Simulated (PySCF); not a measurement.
**quartet AlBrCl at UPBE/STO-3G**

We compute the energy of quartet AlBrCl. Input form: a Python script.

Program for the calculation: PySCF 2.14.0.

13 further runs of the same task are left out: 9 for a known fault of the program, 4 set aside as unsound or not needed.

**1. The system as given**

AlBrCl: 3 atoms, total charge 0, spin state quartet. As SMILES of the parent species, `[Cl][Al][Br]`. The coordinates come from a PBE0-D4/def2-TZVP relaxation. That shape belongs to the parent species and isn't relaxed for this state.

Bond lengths: Cl1–Al2 2.102 Å, Al2–Br3 2.266 Å. Angles: Cl1–Al2–Br3 118.9°.

**2. The energy at UPBE/STO-3G**

The input, calc.py:

```python
from pyscf import gto, dft

molecule = gto.M(
    atom='''
Cl     0.439900     1.761100     0.423900
Al    -0.648100     0.131300    -0.337700
Br     0.197100    -1.957200    -0.099400
''',
    verbose=4,
    max_memory=1860,
    basis='sto-3g',
    charge=0,
    spin=3,
)

myscf = dft.UKS(molecule, xc='pbe')
myscf.conv_tol = 1e-10
myscf.grids.level = 5
myscf.kernel()
if not myscf.converged:
    myscf = myscf.newton().run(myscf.mo_coeff, myscf.mo_occ)

e_tot = myscf.e_tot
print('E(%s) = %.9f' % ('PBE', e_tot))
```

Started as:

```bash
$ OMP_NUM_THREADS=1 python calc.py
```

Log:

```text
PySCF version 2.14.0

[INPUT] num. atoms = 3
[INPUT] num. electrons = 65
[INPUT] charge = 0
[INPUT] spin (= nelec alpha-beta = 2S) = 3
[INPUT] symmetry False subgroup None
[INPUT] Mole.unit = angstrom
[INPUT] Symbol           X                Y                Z      unit          X                Y                Z       unit  Magmom
[INPUT]  1 Cl     0.439900000000   1.761100000000   0.423900000000 AA    0.831290522196   3.327996677972   0.801054904203 Bohr   0.0
[INPUT]  2 Al    -0.648100000000   0.131300000000  -0.337700000000 AA   -1.224731501331   0.248121040155  -0.638160512266 Bohr   0.0
[INPUT]  3 Br     0.197100000000  -1.957200000000  -0.099400000000 AA    0.372465019152  -3.698571970999  -0.187838776782 Bohr   0.0

nuclear repulsion = 245.578057730581
number of shells = 18
number of NR pGTOs = 108
number of NR cGTOs = 36
basis = sto-3g
ecp = {}

[... 44 lines left out ...]
[... the frontier-level lines of each cycle are left out ...]
[... 17 lines left out ...]
[... 11 lines left out ...]
[... 8 lines left out ...]
[... 12 lines left out ...]
[... 18 lines left out ...]
[... 17 lines left out ...]
[... 17 lines left out ...]
[... 8 lines left out ...]
SCF not converged.
SCF energy = -3239.73328926301 after 50 cycles  <S^2> = 3.7503747  2S+1 = 4.0001874
[... 26 lines left out ...]
becke partition: Becke, JCP 88, 2547 (1988); DOI:10.1063/1.454033
pruning grids: <function nwchem_prune>
grids dens level: 5
symmetrized grids: False
atomic radii adjust function: <function treutler_atomic_radii_adjust>
small_rho_cutoff = 0
******** <class 'pyscf.dft.uks.UKS'> Newton solver flags ********
SCF tol = 1e-10
conv_tol_grad = None
max. SCF cycles = 50
direct_scf = True
direct_scf_tol = 1e-13
max_cycle_inner = 12
max_stepsize = 0.05
ah_start_tol = 1e+09
ah_level_shift = 0
ah_conv_tol = 1e-12
ah_lindep = 1e-14
ah_start_cycle = 1
ah_max_cycle = 40
ah_grad_trust_region = 2.5
kf_interval = 4
kf_trust_region = 5
canonicalization = True
Set conv_tol_grad to 1e-05


Initial guess E= -3239.73328926301  |g|= 0.0494228
macro= 0  E= -3239.73543340771  delta_E= -0.00214414  |g|= 0.0381816  3 KF 15 JK
macro= 1  E= -3239.73846345293  delta_E= -0.00303005  |g|= 0.0241908  2 KF 7 JK
macro= 2  E= -3239.73887918184  delta_E= -0.000415729  |g|= 0.00247743  3 KF 10 JK
macro= 3  E= -3239.73900905365  delta_E= -0.000129872  |g|= 0.000453912  2 KF 9 JK
macro= 4  E= -3239.73902616236  delta_E= -1.71087e-05  |g|= 0.000883776  2 KF 5 JK
macro= 5  E= -3239.73902843553  delta_E= -2.27316e-06  |g|= 7.13141e-06  3 KF 10 JK
macro= 6  E= -3239.73902843552  delta_E= 3.63798e-12  |g|= 1.63388e-06  1 KF 2 JK
Canonicalize SCF orbitals
macro X = 7  E=-3239.73902843552  |g|= 1.63388e-06  total 17 KF 66 JK


converged SCF energy = -3239.73902843552  <S^2> = 3.7505426  2S+1 = 4.0002713
E(PBE) = -3239.739028436
```

Run time: 54 s. Hardware: 1 thread of Arm Neoverse V1, shared host; peak memory 0.39 GiB.

**3. What came out**

Level: UPBE/STO-3G.

```
     quantity           value
 total energy  -3239.73903 Eh
dipole moment          2.15 D
         ⟨S²⟩           3.751
```

The run may have ended on a state above the lowest.
